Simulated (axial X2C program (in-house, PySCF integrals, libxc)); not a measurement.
# Linear ClCoCl⁺ at several levels

One table from this session's results is given with a row withheld; the runs are named, their logs left out.

Program: an in-house X2C program for linear molecules on PySCF integrals. Level of theory: all-electron X2C, two-component (2c) or spin-free, Cl dyall-av3z, Co dyall-v3z. These are calculated values, not measurements.

All values are calculated.

2 further runs of the same task are left out: 2 set aside as unsound or not needed.

The first run:

File task.json:

```json
{
 "zs": [
  17,
  27,
  17
 ],
 "q": 1,
 "bas": [
  "dyall-av3z",
  "dyall-v3z",
  "dyall-av3z"
 ],
 "r0": [
  2.1,
  2.1
 ],
 "symm": 1,
 "scan": [
  "PBE0",
  "HF",
  "B3LYP"
 ],
 "levels": [
  "PBE0",
  "HF",
  "PBE"
 ],
 "nst": 2
}
```

Keys: zs atomic numbers; q charge; bas basis sets; r0 starting distance in Å; symm equal bonds; scan levels of the two-bond scan (MP2 follows by itself at each HF point); levels methods; nst determinants followed.

Started as:

```
$ python solin.py task.json out
```

Masses Cl 34.969, Co 58.933, Cl 34.969 u.

Steps of the session up to this table: Scan at PBE0, 2c; Scan at HF, 2c; Scan at B3LYP, 2c.

One table of the session follows, with a row left open; its other results are not shown here.

```
           level  r(Cl–Co) (Å)  r(Co–Cl) (Å)  lower stretch (cm⁻¹)  upper stretch (cm⁻¹)
        PBE0, 2c         2.031         2.031                 405.0                 588.8
          HF, 2c         2.052         2.052                 444.7                 625.7
       B3LYP, 2c         2.049         2.049                 390.3                 566.0
         MP2, 2c         1.996         1.996                 447.4                 627.2
 PBE0, spin-free         2.030         2.030                 405.1                 589.1
   HF, spin-free             ?             ?                     ?                     ?
B3LYP, spin-free         2.049         2.049                 390.4                 566.5
  MP2, spin-free         1.996         1.996                 447.7                 627.7
```

Q: Estimate the row for HF, spin-free from the others.

As computed: r(Cl–Co) (Å): 2.052; r(Co–Cl) (Å): 2.052; lower stretch (cm⁻¹): 445.0; upper stretch (cm⁻¹): 626.1.

Scans not shown above were run alike.

Caveats from the session: The molecule was held linear; bending was not examined, so a bent shape may lie lower. Note: functional without a current term on a determinant with orbital currents, of the molecule or an atom.
